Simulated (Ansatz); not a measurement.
**Li4NO (P4/mmm): equation of state with a fit from a Python script**

Where is the equilibrium volume of Li4NO (P4/mmm), and how stiff is it? The task is an equation of state with a fit, for Li4NO (P4/mmm).

Computed with Ansatz 0.2.0, driven from Python. Level of theory: DFT PBE, plane waves, PAW.

## 1. Starting point

It takes space group P4/mmm (No. 123, tetragonal). The conventional cell has a = 3.313 Å, b = 3.313 Å, c = 4.937 Å, α = 90.00°, β = 90.00°, γ = 90.00°. Li (site symmetry 2mm) is surrounded by 2 O at 2.03 Å and 2 N at 2.11 Å. Around N (site symmetry 4/mmm) lie 8 Li at 2.11 Å. O (site symmetry 4/mmm) has 8 Li at 2.03 Å as nearest neighbours.

The script holds or builds the structure itself.

## 2. Script

run_eos.py reads:

```python
"""Equation of state of Li4NO."""

import warnings

import ansatz as az
import numpy as np

VECTORS = np.array([
    [3.312866, 0.0, 0.0],
    [0.0, 3.312866, 0.0],
    [0.0, 0.0, 4.936518],
])
SITES = [
    ("Li", (0.0, 0.5, 0.263848)),
    ("Li", (0.5, 0.0, 0.736152)),
    ("Li", (0.0, 0.5, 0.736152)),
    ("Li", (0.5, 0.0, 0.263848)),
    ("N", (0.0, 0.0, 0.0)),
    ("O", (0.5, 0.5, 0.5)),
]


def make_crystal(cell):
    crystal = az.Crystal(lattice=az.Lattice.of(cell))
    for symbol, position in SITES:
        crystal = crystal.atom(symbol, position)
    return crystal

warnings.simplefilter("ignore", az.DeckWarning)

# scale the volume, keep shape and fractions
volumes, energies, pressures = [], [], []
for scale in np.linspace(0.92, 1.08, 7):
    cell = VECTORS * scale ** (1 / 3)
    calc = (
        make_crystal(cell).calculation()
        .functional("pbe")
        .basis(380, density_ratio=6)
        .occupations("Fermi-Dirac", width=150 * az.meV)
        .scf(algorithm="direct_min")
        .kpoints(7, 7, 5)
        .stress()
    )
    rep = calc.run(threads=1).report
    volumes.append(abs(np.linalg.det(cell)) / len(SITES))
    energies.append(rep["free_energy_ev"] / len(SITES))
    pressures.append(np.trace(rep["stress_gpa"]) / 3)
    print(f"V = {volumes[-1]:8.4f} A^3/atom  F = {energies[-1]:.5f} eV/atom  P = {pressures[-1]:8.3f} GPa")

# third-order Birch-Murnaghan: a cubic in V^(-2/3)
x = np.array(volumes) ** (-2 / 3)
poly = np.polynomial.Polynomial.fit(x, energies, 3).convert()
roots = poly.deriv().roots()
x0 = min((r.real for r in roots if abs(r.imag) < 1e-9 and poly.deriv(2)(r.real) > 0), key=lambda r: abs(r - x.mean()))
v0 = x0 ** -1.5
b0 = 4 / 9 * poly.deriv(2)(x0) * v0 ** (-7 / 3) * 160.21766
b1 = 4 + 2 / 3 * x0 * poly.deriv(3)(x0) / poly.deriv(2)(x0)
print(f"V0 = {v0:.4f} A^3/atom, B0 = {b0:.1f} GPa, dB/dP = {b1:.2f}")
```

## 3. Launch

Launch:

```console
$ python run_eos.py
```

**Question.** Where does the minimum lie against the volume typed, and how stiff is the crystal?

**Answer**, as computed:

```
                      quantity           value
                 runs compared               7
               range of energy  17.58 meV/atom
lowest point, volume (Å³/atom)           8.789
      equilibrium volume (fit)    8.84 Å³/atom
            bulk modulus (fit)          71 GPa
```

In words: A third-order Birch-Murnaghan fit through the 7 points has its minimum at 8.84 Å³ an atom, 2.1 % below the typed cell, with a bulk modulus of 71 GPa and dB/dP = 4.0. From that minimum the energy rises by 7.9 meV an atom on the compressed side and 17.6 meV on the expanded side. Caveats:
- The cutoff lies under the one recommended for these potentials.
- The cell holds an odd number of electrons and is run without spin, so a magnetic state may lie lower.
- Shape and fractional positions are held along the curve, so the bulk modulus is an upper value where they are free to relax.
- Under the recommended cutoff a pressure can be off by several GPa, even in sign.
- For a metal this k-point mesh is coarse: on a finer one energies can move by several to tens of meV an atom and pressures by half a GPa or more, differences at one mesh by less.
- The smearing is wide enough that free energy and stress hold a thermal part of the electrons.
- Pressure is positive in compression.
- The structure comes from a database of computed cells and needn't be a stable or known phase.
